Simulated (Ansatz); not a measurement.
**C2H8ClNO2Zr: basis-set convergence**

The task here is to estimate one member of a computed series from the others.

The runs use Ansatz 0.2.0, Gaussian basis; one geometry, several basis sets.

Levels to be run: PBE0-D4/def2-SVP; ωB97M-V/def2-SVP; PBE0-D4/def2-QZVPP; ωB97M-V/def2-QZVPP; the functionals' def2-TZVPP values are taken from earlier runs.

## The geometry

The geometry comes from an earlier relaxation with PBE0-D4 in a triple-zeta def2 set; it is a stationary point, not always the lowest conformer. Zr takes the def2 core potential; no spin-orbit term is included.

SMILES `C[O][Zr]([NH2])([Cl])[O]C`, 15 atoms, charge 0, spin multiplicity 1.

Atoms are counted from 1 here; the program's logs count them from 0.

Bond lengths: C1–O2 1.390 Å, C1–H8 1.095 Å, C1–H9 1.095 Å, C1–H10 1.095 Å, O2–Zr3 1.907 Å, Zr3–N4 2.031 Å, Zr3–Cl5 2.394 Å, Zr3–O6 1.907 Å, N4–H11 1.011 Å, N4–H12 1.011 Å, O6–C7 1.390 Å, C7–H13 1.095 Å, C7–H14 1.095 Å, C7–H15 1.095 Å. Angles: O2–C1–H8 110.3°, O2–C1–H9 110.8°, O2–C1–H10 110.3°, H8–C1–H9 108.5°, H8–C1–H10 108.5°, H9–C1–H10 108.4°, C1–O2–Zr3 172.4°, O2–Zr3–N4 107.2°, O2–Zr3–Cl5 108.4°, O2–Zr3–O6 114.8°, N4–Zr3–Cl5 110.8°, N4–Zr3–O6 107.3°, Cl5–Zr3–O6 108.4°, Zr3–N4–H11 125.6°, Zr3–N4–H12 125.6°, H11–N4–H12 108.8°, Zr3–O6–C7 172.9°, O6–C7–H13 110.3° and more.

Coordinates:

```
C    -0.91485   -2.67811   -0.59059
O    -0.38199   -1.40231   -0.73465
Zr    0.15848    0.42618   -0.78385
N     2.15168    0.45339   -1.17088
Cl   -1.06019    1.52908   -2.52442
O    -0.11508    1.38405    0.84261
C    -0.45939    1.98928    2.04568
H    -1.67764   -2.86010   -1.35426
H    -1.37490   -2.79834    0.39568
H    -0.12867   -3.43217   -0.69935
H     2.79847    1.17268   -0.87808
H     2.66255   -0.25611   -1.67788
H    -1.00528    2.91979    1.86021
H     0.44025    2.22407    2.62383
H    -1.09343    1.32859    2.64600
```

Set-up of the first run:

File in.yaml:

```yaml
crystal:
  periodic: [false, false, false]
  atoms:
    - {symbol: C, position_ang: [-0.914855, -2.678111, -0.590588]}
    - {symbol: O, position_ang: [-0.381988, -1.402307, -0.734654]}
    - {symbol: Zr, position_ang: [0.158477, 0.426181, -0.783848]}
    - {symbol: N, position_ang: [2.151682, 0.453392, -1.170881]}
    - {symbol: Cl, position_ang: [-1.060189, 1.529076, -2.524424]}
    - {symbol: O, position_ang: [-0.115081, 1.384054, 0.842611]}
    - {symbol: C, position_ang: [-0.459395, 1.989279, 2.045677]}
    - {symbol: H, position_ang: [-1.677636, -2.860097, -1.354259]}
    - {symbol: H, position_ang: [-1.374901, -2.798343, 0.395676]}
    - {symbol: H, position_ang: [-0.128674, -3.432169, -0.699353]}
    - {symbol: H, position_ang: [2.798474, 1.172681, -0.878084]}
    - {symbol: H, position_ang: [2.662545, -0.256115, -1.677884]}
    - {symbol: H, position_ang: [-1.005284, 2.919794, 1.860210]}
    - {symbol: H, position_ang: [0.440248, 2.224073, 2.623825]}
    - {symbol: H, position_ang: [-1.093432, 1.328591, 2.645996]}
basis:
  gaussian: {orbitals: def2-SVP}
hamiltonian: {xc: pbe0, dispersion: d4}
output: {orbitals: {seedname: orbitals}}
```

On the command line:

```bash
$ ansatz run in.yaml --threads 2 --pin off --events-out ev --progress --plain --max-ram 32768MiB --backend cpu
```

Among the steps run: PBE0-D4 in def2-SVP; ωB97M-V in def2-SVP; PBE0-D4 in def2-QZVPP; ωB97M-V in def2-QZVPP.

One of the session's tables, all rows but one given; the rest of the session is left out.

```
functional       basis  HOMO (eV)  LUMO (eV)
   PBE0-D4    def2-SVP          ?          ?
   PBE0-D4  def2-TZVPP      -7.29      -0.20
   PBE0-D4  def2-QZVPP      -7.32      -0.29
   ωB97M-V    def2-SVP      -9.44       1.05
   ωB97M-V  def2-TZVPP      -9.62       0.77
   ωB97M-V  def2-QZVPP      -9.66       0.55
```

**Question.** Estimate the row for PBE0-D4, def2-SVP.

As computed: HOMO (eV): -7.12; LUMO (eV): -0.02. In the column «HOMO (eV)» it is the highest.
